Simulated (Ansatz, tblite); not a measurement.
# B8P7 zinc blende off disc (B8P7H24−): a ladder of methods and basis sets

The task here is to estimate one member of a computed series from the others.

Computed with Ansatz 0.2.0, Gaussian basis. Level: as each input shows.

Levels to be run: GFN1-xTB, GFN2-xTB, PBE-D4/def2-TZVP, r2SCAN-D4/def2-TZVP, B3LYP-D4/def2-TZVP, BHLYP-D4/def2-TZVP, LC-ωPBE/def2-TZVP, PBE-D4/def2-SVP, PBE0-D4/def2-SVP, HF/6-31G, B3LYP-D4/6-31G, CCSD(T)/def2-SVP, RPA/def2-SVP.

## The geometry

The singlet was relaxed beforehand with r2SCAN-D4/def2-SVP.

39 atoms, charge -1, spin multiplicity 1.

Bond lengths: B1–P9 1.949 Å, B1–P10 1.962 Å, B1–H16 1.221 Å, B1–H17 1.223 Å, B2–P11 1.949 Å, B2–P12 1.962 Å, B2–H18 1.221 Å, B2–H19 1.223 Å, B3–P9 1.943 Å, B3–P11 1.943 Å, B3–P15 1.978 Å, B3–H20 1.220 Å, B4–P10 1.964 Å, B4–P15 1.974 Å, B4–H21 1.222 Å, B4–H22 1.222 Å, B5–P12 1.964 Å, B5–P15 1.974 Å and more. Angles: P9–B1–P10 107.3°, P9–B1–H16 108.9°, P9–B1–H17 103.9°, P10–B1–H16 113.1°, P10–B1–H17 108.8°, H16–B1–H17 114.3°, P11–B2–P12 107.3°, P11–B2–H18 108.9°, P11–B2–H19 103.9°, P12–B2–H18 113.1°, P12–B2–H19 108.8°, H18–B2–H19 114.3°, P9–B3–P11 112.7°, P9–B3–P15 113.2°, P9–B3–H20 105.8°, P11–B3–P15 113.2°, P11–B3–H20 105.8°, P15–B3–H20 105.2° and more.

The ion is computed in the gas phase, without counter-ions or solvent.

PBE0-D4/def2-TZVP was run before; its log isn't repeated, and its numbers join the tables.

The first run:

Tight binding, by tblite at 300 K electronic temperature and without a spin-polarisation term:

```python
tblite.interface.Calculator('GFN1-xTB', numbers, positions, charge=-1, uhf=0).singlepoint()
```

Tight binding, by tblite at 300 K electronic temperature and without a spin-polarisation term:

```python
tblite.interface.Calculator('GFN2-xTB', numbers, positions, charge=-1, uhf=0).singlepoint()
```

start.molden holds the orbitals of an earlier run on this state, given as this run's starting guess.

in.yaml

```yaml
crystal:
  periodic: [false, false, false]
  atoms:
    - {symbol: B, position_ang: [-3.520234, 1.186664, -0.194184]}
    - {symbol: B, position_ang: [1.187714, -3.519926, -0.185259]}
    - {symbol: B, position_ang: [-1.186998, -1.187157, -0.030797]}
    - {symbol: B, position_ang: [-1.167098, 1.170602, 2.093329]}
    - {symbol: B, position_ang: [1.166161, -1.162776, 2.098203]}
    - {symbol: B, position_ang: [1.187136, 1.187159, -0.034386]}
    - {symbol: B, position_ang: [-1.187838, 3.519120, -0.198810]}
    - {symbol: B, position_ang: [3.520255, -1.187498, -0.187987]}
    - {symbol: P, position_ang: [-2.507283, -0.222841, -1.079853]}
    - {symbol: P, position_ang: [-2.246756, 2.247707, 0.855467]}
    - {symbol: P, position_ang: [-0.219937, -2.508639, -1.075754]}
    - {symbol: P, position_ang: [2.246179, -2.244647, 0.864851]}
    - {symbol: P, position_ang: [0.220538, 2.504746, -1.084691]}
    - {symbol: P, position_ang: [2.507883, 0.218905, -1.079246]}
    - {symbol: P, position_ang: [-0.000231, 0.001896, 1.012617]}
    - {symbol: H, position_ang: [-4.107038, 1.843236, -1.039934]}
    - {symbol: H, position_ang: [-4.255787, 0.582758, 0.573302]}
    - {symbol: H, position_ang: [1.846327, -4.107943, -1.028578]}
    - {symbol: H, position_ang: [0.582123, -4.254387, 0.581956]}
    - {symbol: H, position_ang: [-1.818627, -1.817655, 0.801224]}
    - {symbol: H, position_ang: [-1.906997, 0.457614, 2.754613]}
    - {symbol: H, position_ang: [-0.452823, 1.911875, 2.751701]}
    - {symbol: H, position_ang: [0.451717, -1.901470, 2.759279]}
    - {symbol: H, position_ang: [1.905971, -0.447246, 2.756861]}
    - {symbol: H, position_ang: [1.818324, 1.820618, 0.795718]}
    - {symbol: H, position_ang: [-1.846056, 4.103809, -1.044741]}
    - {symbol: H, position_ang: [-0.582866, 4.256581, 0.566011]}
    - {symbol: H, position_ang: [4.107416, -1.847133, -1.031100]}
    - {symbol: H, position_ang: [4.255488, -0.580924, 0.577698]}
    - {symbol: H, position_ang: [-3.398077, -1.163254, -1.673335]}
    - {symbol: H, position_ang: [-1.897880, 0.236999, -2.282635]}
    - {symbol: H, position_ang: [-3.087775, 3.090247, 1.633748]}
    - {symbol: H, position_ang: [-1.158577, -3.400651, -1.670205]}
    - {symbol: H, position_ang: [0.242515, -1.900691, -2.278271]}
    - {symbol: H, position_ang: [3.086761, -3.084346, 1.646672]}
    - {symbol: H, position_ang: [-0.241047, 1.892273, -2.285244]}
    - {symbol: H, position_ang: [1.159366, 3.394738, -1.681853]}
    - {symbol: H, position_ang: [1.898979, -0.245338, -2.280590]}
    - {symbol: H, position_ang: [3.399083, 1.156976, -1.675817]}
basis:
  gaussian: {orbitals: def2-TZVP, fitting: {mean_field: def2-universal-jkfit}, initial_orbitals: start.molden}
total_charge: -1
hamiltonian: {xc: pbe, dispersion: d4}
scf: {omitted_lower_state_checks: [starts]}
output: {orbitals: {seedname: orbitals}}
```

The run is started by

```console
$ ansatz run in.yaml --threads 2 --pin off --events-out ev --progress --plain --max-ram 32768MiB --backend cuda --devices 0, --max-vram 18GiB
```

Among the steps run: PBE-D4/def2-TZVP; r2SCAN-D4/def2-TZVP; B3LYP-D4/def2-TZVP; BHLYP-D4/def2-TZVP; LC-ωPBE/def2-TZVP; PBE-D4/def2-SVP; PBE0-D4/def2-SVP; HF/6-31G; B3LYP-D4/6-31G; CCSD(T)/def2-SVP; RPA/def2-SVP.

One of the session's tables, all rows but one given; the rest of the session is left out.

| level | HOMO (eV) | LUMO (eV) | gap (eV) |
| --- | --- | --- | --- |
| HF/6-31G | -5.95 | 6.34 | 12.29 |
| PBE-D4/def2-SVP | -2.58 | 1.84 | 4.42 |
| PBE-D4/def2-TZVP | -2.72 | 1.50 | 4.21 |
| r2SCAN-D4/def2-TZVP | -2.90 | 1.69 | 4.59 |
| B3LYP-D4/6-31G | ? | ? | ? |
| B3LYP-D4/def2-TZVP | -3.55 | 2.09 | 5.65 |
| PBE0-D4/def2-SVP | -3.65 | 2.62 | 6.27 |
| PBE0-D4/def2-TZVP | -3.72 | 2.27 | 6.00 |
| BHLYP-D4/def2-TZVP | -4.66 | 3.12 | 7.78 |
| LC-ωPBE/def2-TZVP | -6.11 | 4.30 | 10.41 |

Q: Estimate the row for B3LYP-D4/6-31G from the others.

**Answer.** HOMO (eV): -3.33; LUMO (eV): 2.99; gap (eV): 6.32. In the column «HOMO (eV)» it lies between B3LYP-D4/def2-TZVP (-3.55) and r2SCAN-D4/def2-TZVP (-2.90).
